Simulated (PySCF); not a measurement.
# GeH2: electronic structure in real space

Aim: take GeH2 and localise its valence orbitals, analyse its density (charges, bond critical points, surface potential) and pull one bond apart with RHF, UHF and CASSCF.

Method: levels as typed in each script, gas phase, geometry from GFN2-xTB; program: PySCF 2.14.0.

## 1. The starting structure

SMILES `[GeH2]`, 3 atoms, charge 0, spin multiplicity 1.

Bond lengths: Ge1–H2 1.607 Å, Ge1–H3 1.608 Å. Angles: H2–Ge1–H3 86.4°.

Geometry (Å):

```
Ge   -0.06891    0.00006    0.00000
H     1.10156   -1.10164    0.00000
H     1.10369    1.09964    0.00000
```

## 2. Localised orbitals (B3LYP/aug-cc-pvdz)

Contents of input.py:

```python
import numpy as np
from pyscf import gto, scf, dft, lo
from pyscf.data.elements import chemcore

def solve(mol, dm0=None, hcore=None):
    mf = (dft.UKS if mol.spin else dft.RKS)(mol, xc='b3lyp')
    mf.grids.level = 3
    mf = mf.density_fit(auxbasis='def2-universal-jkfit')
    mf.conv_tol, mf.max_cycle = 1e-8, 80
    if hcore is not None:
        mf.get_hcore = lambda *args: hcore
    mf.kernel(dm0)
    if not mf.converged:
        mf = mf.newton().run(mf.mo_coeff, mf.mo_occ, max_cycle=30)
    assert mf.converged, 'SCF not converged'
    return mf

mol = gto.M(atom='''
Ge    -0.06891     0.00006     0.00000
H      1.10156    -1.10164     0.00000
H      1.10369     1.09964     0.00000
''', basis='aug-cc-pvdz', charge=0, spin=0, verbose=4)
mf = solve(mol)
occ_all = mf.mo_coeff[:, mf.mo_occ > 0]
occ = occ_all[:, chemcore(mol):]
loc = lo.ibo.ibo(mol, occ, iaos=lo.iao.iao(mol, occ_all))
fock, s = mf.get_fock(), mf.get_ovlp()
ortho = lo.orth_ao(mol, 'meta_lowdin')
ortho = lo.vec_lowdin(lo.iao.iao(mol, occ_all), s)
labels = lo.iao.reference_mol(mol).ao_labels(fmt=None)
vir = lo.vvo.livvo(mol, occ_all, mf.mo_coeff[:, mf.mo_occ == 0])
both = np.hstack([loc, vir])
p = (ortho.T @ s @ both) ** 2
pop = np.array([p[[l[0] == a for l in labels]].sum(0) for a in range(mol.natm)])
spd = np.array([[p[[l[0] == a and l[2][-1] == k for l in labels]].sum(0) for k in 'spd'] for a in range(mol.natm)])
eps = np.einsum('pi,pq,qi->i', both, fock, both)
for i in np.argsort(eps):
    top = np.argsort(-pop[:, i])[:3]
    print('%3d %s %9.4f Eh ' % (i + 1, 'occ' if i < loc.shape[1] else 'vir', eps[i]), '  '.join('%s%d %.3f' % (mol.atom_symbol(a), a + 1, pop[a, i]) for a in top))
np.savez('result.npz', c=both, nocc=loc.shape[1], pop=pop, spd=spd, eps=eps, e=mf.e_tot)
```

Run with:

```sh
$ OMP_NUM_THREADS=1 python input.py
```

## 4. Density, bond paths and surface potential (B3LYP/def2-svp)

Contents of input.py:

```python
import numpy as np
from pyscf import gto, scf, dft
from pyscf.scf import atom_ks, atom_hf
from scipy.linalg import block_diag

def solve(mol, dm0=None, hcore=None):
    mf = (dft.UKS if mol.spin else dft.RKS)(mol, xc='b3lyp')
    mf.grids.level = 3
    mf = mf.density_fit(auxbasis='def2-universal-jkfit')
    mf.conv_tol, mf.max_cycle = 1e-8, 80
    if hcore is not None:
        mf.get_hcore = lambda *args: hcore
    mf.kernel(dm0)
    if not mf.converged:
        mf = mf.newton().run(mf.mo_coeff, mf.mo_occ, max_cycle=30)
    assert mf.converged, 'SCF not converged'
    return mf

mol = gto.M(atom='''
Ge    -0.06891     0.00006     0.00000
H      1.10156    -1.10164     0.00000
H      1.10369     1.09964     0.00000
''', basis='def2-svp', charge=0, spin=0, verbose=4)
mf = solve(mol)
mf.analyze()
# spherically averaged free atoms, for the promolecule
atm = atom_ks.get_atm_nrks(mol, xc='b3lyp')
pro = block_diag(*[(atm[a[0]][2] * atm[a[0]][3]) @ atm[a[0]][2].T for a in mol._atom])
np.savez('result.npz', e=mf.e_tot, c=mf.mo_coeff, occ=mf.mo_occ, eps=mf.mo_energy, pro=pro, dip=mf.dip_moment(verbose=0), s2=mf.spin_square()[0])
```

## 6. Stretching a bond (def2-tzvp)

Contents of input.py:

```python
import numpy as np
from pyscf import gto, scf, mcscf

mol = gto.M(atom='''
Ge    -0.06891     0.00006     0.00000
H      1.10156    -1.10164     0.00000
H      1.10369     1.09964     0.00000
''', basis='def2-tzvp', charge=0, spin=0, verbose=4)
# stretch the bond between atoms 1 and 3, from long to short, fragments rigid
a, b, move = 0, 2, [2]
xyz = mol.atom_coords(unit='Angstrom')
u = xyz[b] - xyz[a]
r0 = np.linalg.norm(u)
rows, last, dm_u = [], None, None
for r in [4.23, 3.32, 2.72, 2.34, 2.04, 1.81, 1.66, 1.51, 1.39]:
    new = xyz.copy()
    new[move] += u / r0 * (r - r0)
    m = mol.set_geom_(new, unit='Angstrom', inplace=False)
    rhf = scf.RHF(m).density_fit(auxbasis='def2-universal-jkfit').run()
    uhf = scf.UHF(m).density_fit(auxbasis='def2-universal-jkfit').newton()
    if dm_u is None:
        c = rhf.mo_coeff
        h = m.nelectron // 2 - 1
        ca, cb = c.copy(), c.copy()
        ca[:, h], cb[:, h] = (c[:, h] + c[:, h + 1]) / 2**.5, (c[:, h] - c[:, h + 1]) / 2**.5
        dm_u = np.array([x[:, :h + 1] @ x[:, :h + 1].T for x in (ca, cb)])
    uhf.kernel(dm0=dm_u)
    for _ in range(3):
        c, _, stable, _ = uhf.stability(return_status=True)
        if stable:
            break
        uhf.kernel(c, uhf.mo_occ)
    dm_u = uhf.make_rdm1()
    mc = mcscf.CASSCF(rhf, 2, 2)
    mc.natorb = True
    mc.fix_spin_(ss=0)
    guess = mcscf.addons.make_natural_orbitals(uhf)[1] if last is None else mcscf.project_init_guess(mc, last.mo_coeff, last.mol)
    mc.kernel(guess)
    last = mc
    act = slice(mc.ncore, mc.ncore + mc.ncas)
    print('r %.3f  RHF %.6f  UHF %.6f  <S^2> %.3f  CASSCF %.6f  occupations' % (r, rhf.e_tot, uhf.e_tot, uhf.spin_square()[0], mc.e_tot), mc.mo_occ[act].round(4))
    rows.append((new, rhf.e_tot, uhf.e_tot, uhf.spin_square()[0], mc.e_tot, mc.mo_occ[act], mc.mo_coeff[:, act], dm_u[0] - dm_u[1], rhf.converged and uhf.converged and mc.converged))
    np.savez('result.npz', **{k: [row[i] for row in rows] for i, k in enumerate('xyz rhf uhf s2 cas occ c spin ok'.split())})
```

(Steps that only read results are left out.)

What does the calculation give? Wanted: dipole moment; HOMO, LUMO.

As calculated:

| quantity | value |
| --- | --- |
| localised occupied orbitals above −45 eV (B3LYP/aug-cc-pvdz) | 8 |
| dipole moment (B3LYP/def2-svp) | 0.24 D |
| HOMO, LUMO (B3LYP/def2-svp) | -6.83, -3.27 eV |
| cost of the stretch to 4.2 Å, CASSCF and RHF (def2-tzvp) | 2.7 and 5.3 eV |

In words: At B3LYP/def2-svp: The highest Hirshfeld charge is on Ge1 (+0.25 e), the lowest on H2 and H3 (−0.12 e). RHF rises too steeply at long distance, since it keeps both electrons in one orbital and so mixes in ionic fragments. The geometry was not optimised at these levels.
